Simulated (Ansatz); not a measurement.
Below is the output of a Python script on Ansatz's Python interface that makes a convergence test of the plane-wave cutoff of SnSe2, space group P-3m1. Write a script that gives it. Use (first run): PBE, PAW, cutoff 250 eV, 6×6×4 k-points, fixed occupations. The script varies cutoff (eV): 250, 325, 400, 475, 550.

```
Sn Se
1.0
     3.81100    0.00000    0.00000
    -1.90550    3.30042    0.00000
     0.00000    0.00000    6.13600
Sn Se
1 2
Cartesian
  0.0000 0.0000 0.0000
  0.0000 2.2003 1.5279
  1.9055 1.1001 4.6081
```

```console
$ python snse2.py
DeckWarning: basis.ecutwfc = 250 eV is below the records' recommended 420 eV, and the density's cutoff is lower with it unless basis.ecutrho_ratio is high enough to keep the records' density cutoff: compare with a run at a higher cutoff
DeckWarning: basis.ecutwfc = 325 eV is below the records' recommended 420 eV, and the density's cutoff is lower with it unless basis.ecutrho_ratio is high enough to keep the records' density cutoff: compare with a run at a higher cutoff
DeckWarning: basis.ecutwfc = 400 eV is below the records' recommended 420 eV, and the density's cutoff is lower with it unless basis.ecutrho_ratio is high enough to keep the records' density cutoff: compare with a run at a higher cutoff
 cutoff (eV)  F/atom (eV)  iterations  plane waves
         250  -5653.97252           6          687
         325  -5654.41287           6         1039
         400  -5654.42080           6         1389
         475  -5654.42209           6         1797
         550  -5654.42232           6         2297
250: +449.80 meV/atom
325: +9.45 meV/atom
400: +1.52 meV/atom  (within 2 meV)
475: +0.23 meV/atom  (within 2 meV)
```
(Warnings from the package without file and line.)

The script that was run (others could print the same):

`snse2.py`
```python
import ansatz as az
import pandas as pd

crystal = (
    az.Lattice.of([3.811, 0.0, 0.0], [-1.9055, 3.30042, 0.0], [0.0, 0.0, 6.136])
    .atom("Sn", [0.0, 0.0, 0.0])
    .atom("Se", [1 / 3, 2 / 3, 0.249])
    .atom("Se", [2 / 3, 1 / 3, 0.751])
)

setup = (
    crystal.calculation()
    .functional("pbe")
    .kpoints(6, 6, 4)
    .occupations("fixed")
)

rows = []
for value in [250, 325, 400, 475, 550]:
    summary = setup.basis(value).run(threads=1, backend="cpu").report
    rows.append((value, summary["free_energy_ev"] / len(summary["lattice"]["sites"]), summary["n_iterations"], summary["n_pw"]))

table = pd.DataFrame(rows, columns=["cutoff (eV)", "F/atom (eV)", "iterations", "plane waves"])
print(table.round(5).to_string(index=False))

for row in rows[:-1]:
    shift = 1000 * (row[1] - rows[-1][1])
    print(f"{row[0]}: {shift:+.2f} meV/atom" + ("  (within 2 meV)" if abs(shift) < 2 else ""))
```

From 400 eV on it stays within 2 meV an atom of the value at 550 eV; the first row (250 eV) is off by 449.8 meV and the last but one by 0.23 meV. The energy falls steadily, as expected when plane waves are added.

Reading the output:
- The starting cell is as deposited in a crystallographic database; the results hold for this polymorph, which needn't be the stable one.
- Shifts are counted from the last row, which is itself no proven limit.
- The whole script took 10 s on 1 thread of Intel(R) Xeon(R) Processor @ 2.30GHz, on a shared host, peak memory 0.6 GiB.
